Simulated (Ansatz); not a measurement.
**WC+ (doublet): wave-function methods side by side, def2-QZVPP**

One table from this session's results is given with a row withheld; the runs are named, their logs left out.

Method: def2-QZVPP, core rule «outside noble gas», up to 5 orbitals frozen; program: Ansatz 0.2.0, Gaussian basis.

Plan: UHF; ROHF; CCSD(T) on UHF.

2 further runs of the same task are left out: 2 set aside as unsound or not needed.

## What is computed

The geometry is a PBE0/def2-TZVP stationary point (not a proven minimum) of the parent state, kept for this charge and spin. No spin-orbit coupling is included. Elements past krypton take def2 core potentials.

2 atoms, charge 1, spin multiplicity 2.

Atoms are counted from 1 here; the program's logs count them from 0.

Bond lengths: W1–C2 1.699 Å.

Coordinates:

```
atom   x (Å)   y (Å)   z (Å)
  W1  0.0000  0.0000  0.0000
  C2  0.0000  0.0000  1.6988
```

The first run:

in.yaml reads:

```yaml
crystal:
  periodic: [false, false, false]
  atoms:
    - {symbol: W, position_ang: [0.000000, 0.000000, 0.000000]}
    - {symbol: C, position_ang: [0.000000, 0.000000, 1.698800]}
basis:
  gaussian: {orbitals: "def2-QZVPP.json"}
total_charge: 1
magnetization: {spin_polarized: true, initial_magnetization: 1}
hamiltonian: {xc: hf}
output: {orbitals: {seedname: orbitals}}
```

Started as:

```sh
$ ansatz run in.yaml --threads 1 --pin off --events-out ev --progress --plain --max-ram 4096MiB --backend cpu
```

Steps of the session up to this table: UHF; ROHF; CCSD(T) on UHF.

One of the session's tables, all rows but one given; the rest of the session is left out.

It belongs to the step «Misses and costs». 

| method | from UCCSD(T) (meV) |
| --- | --- |
| ROHF | +9719.2 |
| UHF | +7928.2 |
| UMP2 | +1658.0 |
| UCCSD | ? |
| UCCSD(T) | 0 |

**Question.** Estimate the row for UCCSD.

As computed: from UCCSD(T) (meV): +566.0. In the column «from UCCSD(T) (meV)» it lies between UCCSD(T) (0) and UMP2 (+1658.0).

Limits of these values: The determinant is far from a pure spin state, so its energy mixes those of several spin states (harmless only where they are near-degenerate, as at dissociation).
